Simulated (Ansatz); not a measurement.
The system is GdO.

```
Gd O
1.0
     2.80181    0.00000    0.00000
     0.00000    2.80181    0.00000
     0.00000    0.00000    2.80181
Gd O
1 1
Cartesian
  0.0000 0.0000 0.0000
  1.4009 1.4009 1.4009
```

The cell comes from a database or a generator and needn't be the stable form of this composition.

Base run:

| Quantity | Value |
| --- | --- |
| Program | Ansatz 0.2.0 |
| Functional | PBEsol |
| Potentials or basis | Ansatz PAW |
| Cutoff | 420 eV (not typed: the program's choice for these potentials) |
| k mesh | 7 × 7 × 7 |
| Occupations | gaussian, width 0.05 eV |
| Spin | collinear spin, ferromagnetic start |
| Starting moments | [7.0, 0.0] μB |
| Hubbard terms | Gd f U = 8 eV |

Its results: band gap on the k mesh none (metal or under the smearing width); pressure 42.6 GPa; net moment 7.22 μB per cell; site moments Gd +6.99; O -0.02 μB.

**Question.** The run is repeated on the same cell with these changes: hubbard terms from Gd f U = 8 eV to Gd f U = 5 eV. What comes out?

**Answer.** Band gap on the k mesh none (metal or under the smearing width); pressure 41.0 GPa; net moment 7.22 μB per cell; site moments Gd +6.97; O -0.01 μB.

Caveats: the magnetic or orbital state may not be the lowest; a pressure of tens of GPa on the cell as given is suspect, and the run, the potentials or the cell itself is likely at fault; spin-orbit coupling is left out, which moves the levels of the heavy elements; a cell with one magnetic atom can't hold antiferromagnetic order, which such compounds often take; the PAW data sets come from PBE, with cores solved anew for the run's functional, which leaves a small shift of forces and pressure.
